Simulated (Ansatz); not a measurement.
# IrRh2: the cost of one run

Computed with Ansatz 0.2.0 (DFT PBE, scalar-relativistic, plane waves, PAW, unless a step's input says otherwise).

2 further runs of the same task are left out: 1 that didn't finish, 1 set aside as unsound or not needed. Runs told in other sessions of the task aren't counted.

## 1. The starting structure

Symmetry: P-6m2, No. 187, hexagonal system. Conventional cell: a = 2.731 Å, b = 2.731 Å, c = 13.226 Å, α = 90.00°, β = 90.00°, γ = 120.00°. Around Ir (site symmetry 3m) lie 6 Rh at 2.70 to 2.72 Å and 6 Ir at 2.73 Å. Rh (site symmetry -6m2) has 12 Rh at 2.71 to 2.73 Å in its first shell of neighbours. Rh (site symmetry 3m) has 3 Ir at 2.70 Å and 9 Rh at 2.71 to 2.73 Å in its first shell of neighbours. Rh (site symmetry -6m2) is surrounded by 6 Ir at 2.72 Å and 6 Rh at 2.73 Å.

Structure file:

```
Ir Rh
1.0
     2.73143    0.00000    0.00000
    -1.36572    2.36549    0.00000
     0.00000    0.00000   13.22571
Ir Rh
2 4
Direct
  0.66667 0.33333 0.33271
  0.66667 0.33333 0.66730
  0.66667 0.33333 0.00000
  0.33333 0.66667 0.83318
  0.33333 0.66667 0.16682
  0.33333 0.66667 0.50000
```

It is the end of an earlier relaxation with the same method, from a generated guess; it is a trial structure. At a tolerance of 0.05 Å it has space group P-6m2 (No. 187); it has 14.24 Å³/atom, an uncorrected energy of +0.03 eV/atom over the elements.

## 2. Bands, states and charges

input.yaml

```yaml
crystal:
  lattice:
    - [2.731432646, 0.0, 0.0]
    - [-1.365716323, 2.3654900602, 0.0]
    - [0.0, 0.0, 13.2257067]
  atoms:
    - { symbol: Ir, position: [0.6666666667, 0.3333333333, 0.332705] }
    - { symbol: Ir, position: [0.6666666667, 0.3333333333, 0.667295] }
    - { symbol: Rh, position: [0.6666666667, 0.3333333333, 0.0] }
    - { symbol: Rh, position: [0.3333333333, 0.6666666667, 0.833183] }
    - { symbol: Rh, position: [0.3333333333, 0.6666666667, 0.166817] }
    - { symbol: Rh, position: [0.3333333333, 0.6666666667, 0.5] }
basis:
  ecutwfc: 420
kpoints:
  mp_grid: { grid: [18, 18, 4] }
  band_path:
    path:
      - [[0.0, 0.0, 0.0], [0.5, 0.0, 0.0], [0.33333333, 0.33333333, 0.0], [0.0, 0.0, 0.0], [0.0, 0.0, 0.5], [0.5, 0.0, 0.5], [0.33333333, 0.33333333, 0.5], [0.0, 0.0, 0.5]]
      - [[0.5, 0.0, 0.5], [0.5, 0.0, 0.0]]
      - [[0.33333333, 0.33333333, 0.5], [0.33333333, 0.33333333, 0.0]]
    npoints: 14
hamiltonian:
  xc: pbe
scf:
  occupations: { method: gaussian, width: 0.1 }
  n_extra_bands: 15
output:
  forces: true
  stress: true
  eigenvalues: true
  populations: true
  dos: { projected: true, de: 0.02, nscf_kmesh: { grid: [22, 22, 5] } }
  bader: true
  write_density: true
  write_potential: true
  elf: true
  volumetric_format: npy
```

Command:

```console
$ ansatz run input.yaml --threads 4 --pin off --max-ram 8192MiB --backend cpu --events-out ev --progress --plain --runs-dir out
```

Q: Estimate wall time and peak memory on 4 threads of AMD EPYC 7R43 (Zen 3), shared host.

About 62 s, with a peak of 0.98 GiB.
